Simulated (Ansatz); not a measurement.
# LiMg, space group Pmma: an equation of state with a fit

With the Python package of Ansatz (0.2.0).

Run as a notebook:

```python
import warnings

import ansatz
import numpy as np
from pymatgen.analysis.eos import EOS
```

```python
VECTORS = np.array([
    [4.91263, 0.0, 0.0],
    [0.0, 3.34025, 0.0],
    [0.0, 0.0, 4.93396],
])
SITES = [
    ('Li', (0.75, 0.0, 0.25712)),
    ('Li', (0.25, 0.0, 0.74288)),
    ('Mg', (0.25, 0.5, 0.24387)),
    ('Mg', (0.75, 0.5, 0.75613)),
]
```

```python
def crystal_on(cell):
    crystal = ansatz.Crystal(lattice=ansatz.Lattice.of(cell))
    for symbol, position in SITES:
        crystal = crystal.atom(symbol, position)
    return crystal
```

```python
warnings.simplefilter('ignore', ansatz.DeckWarning)
```

```python
# uniform scaling of the cell
volumes, energies = [], []
for scale in np.linspace(0.88, 1.12, 7):
    cell = VECTORS * scale ** (1 / 3)
    model = (
        crystal_on(cell).calculation()
        .functional('LDA')
        .occupations(ansatz.OccupationsMethod.FERMI_DIRAC, width=0.05)
        .scf(tolerance=1e-10)
        .basis(500)
        .kpoints(5, 7, 5)
    )
    report = model.run(threads=1).report
    volumes.append(abs(np.linalg.det(cell)) / len(SITES))
    energies.append(report['free_energy_ev'] / len(SITES))
    print(f'V = {volumes[-1]:8.4f} A^3/atom  F = {energies[-1]:.5f} eV/atom')
```

    V =  17.8119 A^3/atom  F = -1051.69183 eV/atom
    V =  18.6216 A^3/atom  F = -1051.69763 eV/atom
    V =  19.4312 A^3/atom  F = -1051.69688 eV/atom
    V =  20.2408 A^3/atom  F = -1051.69082 eV/atom
    V =  21.0505 A^3/atom  F = -1051.68043 eV/atom
    V =  21.8601 A^3/atom  F = -1051.66654 eV/atom
    V =  22.6697 A^3/atom  F = -1051.64987 eV/atom

```python
for form in ['murnaghan']:
    fit = EOS(eos_name=form).fit(volumes, energies)
    print(f'{form:18s} V0 {fit.v0:8.4f} A^3/atom  B0 {fit.b0_GPa:7.1f} GPa  B1 {fit.b1:5.2f}')
```

    murnaghan          V0  18.9129 A^3/atom  B0    28.1 GPa  B1  4.22

A third-order Birch-Murnaghan fit through the 7 points (the script's own form differs a little) has its minimum at 18.92 Å³ an atom, 6.5 % below the typed cell, with a bulk modulus of 28 GPa and dB/dP = 4.0. From that minimum the energy rises by 6.2 meV an atom on the compressed side and 48.2 meV on the expanded side. The window is off centre, so dB/dP is rough.

Notes:
- Total energies depend on the potentials; only differences at equal settings carry meaning.
- Shape and fractional positions are held along the curve, so the bulk modulus is an upper value where they are free to relax, by a factor of two or more in layered or hydrogen-bonded cells.
- For a metal this k-point mesh is coarse: on a finer one energies can move by several to tens of meV an atom and pressures by half a GPa or more, differences at one mesh by less.
- The structure comes from a database of computed cells and needn't be a stable or known phase.
- Finished in 20 s on 1 thread of Arm Neoverse V2, with other jobs on the host, peak memory 0.49 GiB.
